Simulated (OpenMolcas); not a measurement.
# C6H5N3 (SMILES c1ccc2[nH]nnc2c1) in OpenMolcas

Wanted: the excited states of C6H5N3.

The results are computed with OpenMolcas 26.06.

## Step 1: The system as given

C6H5N3 has 14 atoms, charge 0, and is taken as a singlet. As SMILES, `c1ccc2[nH]nnc2c1`. Geometry: relaxed at PBE0-D4/def2-TZVP.

Bond lengths: C1–C2 1.408 Å, C2–C3 1.378 Å, C3–C4 1.394 Å, C4–N5 1.355 Å, N5–N6 1.344 Å, N6–N7 1.278 Å, C4–C8 1.400 Å, N7–C8 1.372 Å, C1–C9 1.376 Å, C8–C9 1.395 Å, C1–H10 1.083 Å, C2–H11 1.084 Å, C3–H12 1.083 Å, N5–H13 1.005 Å, C9–H14 1.083 Å. Some angles: C1–C2–C3 122.1°, C2–C1–C9 121.5°, C2–C3–C4 116.1°, C3–C4–N5 134.7°, C3–C4–C8 122.3°, N5–C4–C8 102.9°, C4–N5–N6 111.0°, N5–N6–N7 109.1°, N6–N7–C8 108.5°, C4–C8–N7 108.4°.

## Step 2: The input as written

Input file step8.inp:

```
&GATEWAY
COORD
14
angstrom
C       -0.379890      -1.702040      -0.661110
C        0.924140      -1.497560      -0.172080
C        1.330740      -0.286120       0.342800
C        0.375500       0.728760       0.352340
N        0.361870       2.022000       0.756260
N       -0.840950       2.580800       0.541220
N       -1.617780       1.713310       0.014440
C       -0.924550       0.538340      -0.130950
C       -1.318490      -0.695620      -0.648810
H       -0.643040      -2.676600      -1.054510
H        1.628790      -2.320500      -0.202590
H        2.336470      -0.138800       0.716680
H        1.091280       2.576540       1.168810
H       -2.324120      -0.842490      -1.022510
BASIS=ANO-XS-VDZ
GROUP=NoSym
RICD
&SEWARD
RELATIVISTIC=R02E00
&RASSCF
FILEORB=$CurrDir/step2.RasOrb
SPIN=2
NACTEL=8 0 0
INACTIVE=27
RAS2=8
CIROOT=6 6 1
ORBLISTING=Nothing
ORBAPPEAR=Compact
&CASPT2
MULTISTATE=all
```

Command:

```bash
export MOLCAS_MEM=1860
pymolcas step8.inp > step8.log
```

What it wrote:

```text
--- Start Module: gateway ---

                                              &GATEWAY

                       available to each process: 1.9 GB of memory, 1 thread

++    Symmetry information:
      ---------------------

                    Character Table for C1

                             E
                    a        1  x, y, xy, Rz, z, xz, Ry, yz, Rx, I
--

++    Basis set information:
      ----------------------

      Basis set label: C.ANO-XS...3S2P.

      Electronic valence basis set:
      ------------------
      Associated Effective Charge   6.000000 au
      Associated Actual Charge      6.000000 au
      Nuclear Model: Finite nucleus - Gaussian distribution
        Gaussian exponent, Xi/bohr**(-2):  6.80775E+08

      Shell  nPrim  nBasis  Cartesian Spherical Contaminant
         s       8       3        X
         p       4       2        X

      Basis set label: N.ANO-XS...3S2P.

      Electronic valence basis set:
      ------------------
      Associated Effective Charge   7.000000 au
      Associated Actual Charge      7.000000 au
      Nuclear Model: Finite nucleus - Gaussian distribution
        Gaussian exponent, Xi/bohr**(-2):  6.28656E+08

      Shell  nPrim  nBasis  Cartesian Spherical Contaminant
         s       8       3        X
         p       4       2        X

[... 154 lines left out ...]
                  Orbital angular momentum around ( -0.4312   0.7944   0.1105 )
                  Velocity quadrupole around ( -0.4312   0.7944   0.1105 )
                  RI decomposed two-electron repulsion integrals stored Cholesky style
                   - acCD auxiliary basis
                   - CD Threshold:   1.00E-04

                   Integrals are discarded if absolute value <: 1.00E-14
                   Integral cutoff threshold is set to       <: 1.00E-16

            Nuclear Potential Energy            409.04697450 au

      Basis set specifications :
      Symmetry species         a
      Basis functions           91

--- Stop Module: seward /rc=_RC_ALL_IS_WELL_ ---

--- Start Module: rasscf ---

                                              &RASSCF

                       available to each process: 1.9 GB of memory, 1 thread

 ******************** ERROR *********************
 ###############################################################################
 ###    ERROR: No such wave function.                                        ###
 ###############################################################################
 The following combined specifications are wrong.
 Nr of active electrons NACTEL=   8
 Nr of active orbitals     NAC=   8
 Spin degeneracy         ISPIN=   2
 There can be no such wave function.
 ************************************************
--- Stop Module: rasscf /rc=_RC_INPUT_ERROR_ ---

.####################.
.# User input error #.
.####################.

    Timing: Wall=1.20 User=1.10 System=0.09
```

Run time: 1.4 s. Hardware: 1 thread of Intel Xeon Platinum 8375C at 2.90GHz (Ice Lake), shared host; peak memory 0.086 GiB.

## Step 3: Diagnosis

The program broke off before the end.

The log says `ERROR: No such wave function.`. Cause: the electron count doesn't fit the spin or reference typed: an even count needs an odd multiplicity, an odd count an even one.
